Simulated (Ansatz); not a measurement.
# Ga3AsP2: the band gap up the ladder of functionals

An exercise on one series of results from a longer session: the logs are not shown, and one member is left open.

Code: Ansatz 0.2.0. PAW datasets, plane waves. Values at 0 K without nuclear motion; spin polarisation is off, and the phase may be a hypothetical one.

### The system as given

The cell was relaxed beforehand with r2SCAN.

It is orthorhombic, Imm2 (No. 44); a = 3.904 Å, b = 11.712 Å, c = 5.522 Å in the conventional setting, 21.04 Å³ an atom. Around P lie 4 Ga at 2.36–2.37 Å; around Ga lie 3 P at 2.36–2.37 Å and 1 As at 2.45 Å; around As lie 4 Ga at 2.43–2.45 Å; around Ga lie 2 P at 2.36 Å and 2 As at 2.43 Å.

As a file:

```cif
data_structure
_symmetry_space_group_name_H-M 'Imm2'
_symmetry_Int_Tables_number 44
_cell_length_a 3.9040
_cell_length_b 11.7125
_cell_length_c 5.5215
_cell_angle_alpha 90.000
_cell_angle_beta 90.000
_cell_angle_gamma 90.000
_cell_volume 252.48
loop_
_atom_site_label
_atom_site_type_symbol
_atom_site_symmetry_multiplicity
_atom_site_Wyckoff_symbol
_atom_site_fract_x
_atom_site_fract_y
_atom_site_fract_z
_atom_site_occupancy
P1 P 4 d 0.00000 0.33259 0.00032 1
Ga1 Ga 4 d 0.50000 0.32898 0.24440 1
As1 As 2 a 0.00000 0.00000 0.99922 1
Ga2 Ga 2 b 0.50000 0.00000 0.26134 1
```

The first run:

Input file input.yaml:

```yaml
crystal:
  lattice:
    - [-1.9520172774, 5.8562302377, 2.7607697344]
    - [1.9520172774, -5.8562302377, 2.7607697344]
    - [1.9520172774, 5.8562302377, -2.7607697344]
  atoms:
    - { symbol: P, position: [0.3329121561, 0.0003232281, 0.332588928] }
    - { symbol: Ga, position: [0.5733769434, 0.7443968036, 0.8289801398] }
    - { symbol: P, position: [0.6677343002, 0.0003232281, 0.667411072] }
    - { symbol: Ga, position: [0.9154166638, 0.7443968036, 0.1710198602] }
    - { symbol: As, position: [-0.0007820496, -0.0007820496, 0.0] }
    - { symbol: Ga, position: [0.2613419861, 0.7613419861, 0.5] }
kpoints:
  mp_grid: { grid: [8, 8, 8] }
  band_path:
    path:
      - [[0.0, 0.0, 0.0], [0.5, -0.5, 0.5], [0.2777760853462, -0.2777760853462, 0.7222239146538]]
      - [[-0.2777760853462, 0.2777760853462, 0.2777760853462], [0.0, 0.0, 0.0], [0.3055602375416, 0.3055602375416, -0.3055602375416]]
      - [[0.6944397624584, -0.3055602375416, 0.3055602375416], [0.5, -0.5, 0.5]]
      - [[0.0, 0.0, 0.0], [2.59666416398e-17, 0.5, -2.59666416398e-17], [0.25, 0.25, 0.25], [0.5, 2.59666416398e-17, -9.664563456122e-17], [0.0, 0.0, 0.0], [3.972360821464e-17, -3.972360821464e-17, 0.5], [0.25, 0.25, 0.25]]
    npoints: 10
hamiltonian:
  xc: pbe
scf:
  occupations: { method: fermi_dirac, width: 0.02 }
  n_extra_bands: 5
output:
  forces: true
  stress: true
  eigenvalues: true
```

Command:

```sh
$ ansatz run input.yaml --threads 4 --pin off --max-ram 6451MiB --backend cpu --events-out ev --progress --plain --runs-dir out
```

Steps of the session up to this table: Band structure with PBE; r2SCAN; Single point with HSE06; PBE+SOC; PBE0.

One table of the session follows, with a row left open; its other results are not shown here.

```
  level  gap (eV)
    PBE      1.31
 r2SCAN         ?
  HSE06      2.15
PBE+SOC      1.27
   PBE0      2.82
```

**Question.** Estimate the row for r2SCAN.

**Answer.** gap (eV): 1.75. In the column «gap (eV)» it lies between PBE (1.31) and HSE06 (2.15).

Meshes: PBE 8×8×8, r2SCAN 8×8×8, HSE06 4×4×4, PBE+SOC 8×8×8, PBE0 4×4×4

The gap runs from 1.27 eV (PBE+SOC) to 2.82 eV (PBE0). PBE reaches 61 % of the HSE06 value, and r2SCAN 81 %. PBE0 lies 0.66 eV above HSE06, which differs from it by screening the long-range exchange. The levels disagree on whether the gap is direct.

Caveats from the session: Warnings in the runs' records: stress scf threshold loose, stress exchange threshold loose.
